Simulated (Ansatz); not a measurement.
This script drives Ansatz 0.2.0 through its Python package.

`lu.py`:
```python
# -*- coding: utf-8 -*-
'''Relaxed energies of Lu in several structure types.'''

import csv
import warnings

import ansatz
import numpy as np
import spglib

FUNCTIONAL = 'pbesol'
ECUT = 550
KSPACING = 0.27
FILLING = 'fermi_dirac'
WIDTH_EV = 0.1


def fcc(first, a):
    return (
        ansatz.Lattice.fcc(a)
        .space_group(225)
        .atom(first, [0, 0, 0])
        .primitive()
    )


def sc(first, a):
    return (
        ansatz.Lattice.cubic(a)
        .space_group(221)
        .atom(first, [0, 0, 0])
    )


def bcc(A, a):
    return ansatz.Crystal.bcc(A, a=a)


def diamond(a_site, a):
    return (
        ansatz.Lattice.fcc(a)
        .space_group(227, origin_choice=1)
        .atom(a_site, [0, 0, 0])
        .primitive()
    )


def compute(name, crystal):
    calc = (
        crystal.calculation()
        .functional(FUNCTIONAL)
        .basis(ECUT)
        .kpoints(spacing=KSPACING)
        .occupations(FILLING, width=WIDTH_EV)
        .stress()
        .band_table()
    )
    calc = calc.relax(force_tolerance=0.03, cell=True)
    return calc.run(threads=1)

def relaxed_twice(name, crystal):
    # the second pass draws mesh and plane waves anew for the relaxed cell
    first = compute(name, crystal)
    again = ansatz.Crystal(lattice=ansatz.Lattice.of(first.lattice.cell_ang))
    for site in first.report['lattice']['sites']:
        again = again.atom(site['symbol'], site['position_frac'])
    return compute(name, again)


def pressure_gpa(outcome):
    return float(np.trace(outcome.report['stress_gpa']) / 3)


def volume_per_atom(outcome):
    return abs(np.linalg.det(outcome.lattice.cell_ang)) / len(outcome.lattice.sites)


def space_group(outcome):
    sites = outcome.report['lattice']['sites']
    kinds = sorted({site['symbol'] for site in sites})
    cell = (outcome.lattice.cell_ang, [site['position_frac'] for site in sites], [kinds.index(site['symbol']) for site in sites])
    return spglib.get_spacegroup(cell, symprec=0.01)

# a is a first guess in angstrom
warnings.simplefilter('ignore', ansatz.DeckWarning)

phases = {}
phases['fcc'] = fcc('Lu', 4.9)
phases['sc'] = sc('Lu', 3.19)
phases['bcc'] = bcc('Lu', 3.89)
phases['diamond'] = diamond('Lu', 6.74)

done = {}
for name, crystal in phases.items():
    done[name] = relaxed_twice(name, crystal)
    print(f'{name}: {done[name].report["energy_sigma0_ev"]:.4f} eV, {len(done[name].lattice.sites)} atoms')

energy = {name: o.report['energy_sigma0_ev'] / len(o.lattice.sites) for name, o in done.items()}
lowest = min(energy.values())
rows = [(name, len(o.lattice.sites), 1000 * (energy[name] - lowest), pressure_gpa(o), volume_per_atom(o), space_group(o)) for name, o in done.items()]
rows.sort(key=lambda row: row[2])
with open('prototypes.csv', 'w', newline='') as handle:
    writer = csv.writer(handle)
    writer.writerow(['phase', 'atoms', 'dE (meV/atom)', 'P (GPa)', 'V (A^3/atom)', 'space group'])
    writer.writerows([round(v, 4) if isinstance(v, float) else v for v in row] for row in rows)
print(open('prototypes.csv').read())
print('lowest in energy:', rows[0][0])
```

It is started by `python lu.py`. Estimate its wall time and peak memory on 1 thread of Arm Neoverse V2 (shared host).

It took about 51 s, with a peak of 0.5 GiB, for 8 runs of the engine.

```console
$ python lu.py
fcc: -14611.4502 eV, 1 atoms
sc: -14610.5906 eV, 1 atoms
bcc: -14611.3328 eV, 1 atoms
diamond: -29218.7292 eV, 2 atoms
phase,atoms,dE (meV/atom),P (GPa),V (A^3/atom),space group
fcc,1,0.0,0.0253,27.2833,Fm-3m (225)
bcc,1,117.4183,0.0063,27.9739,Im-3m (229)
sc,1,859.6274,0.042,30.4154,Pm-3m (221)
diamond,2,2085.5882,0.0064,46.228,Fd-3m (227)

lowest in energy: fcc
```

By space group at the end of each run: Fm-3m (+0 meV an atom, 27.3 Å³), Im-3m (+117 meV an atom, 28.0 Å³), Pm-3m (+860 meV an atom, 30.4 Å³) and Fd-3m (+2086 meV an atom, 46.2 Å³).

Caveats:
- Total energies depend on the potentials; only differences at equal settings carry meaning.
- For the metals among these phases the mesh is modest: differences between phases can be off by up to 40 meV an atom.
- Pressure is positive in compression.
- The cells are built on prototypes, so most aren't the phase found in nature. Rows bear the name of their start, and a relaxation keeps or raises the symmetry. Differences under about 40 meV an atom lie within the error of mesh and functional.

(A comment or docstring line of the script was reworded after the run, the code is as it ran; lines on the test bed's own set-up are left out of the output.)
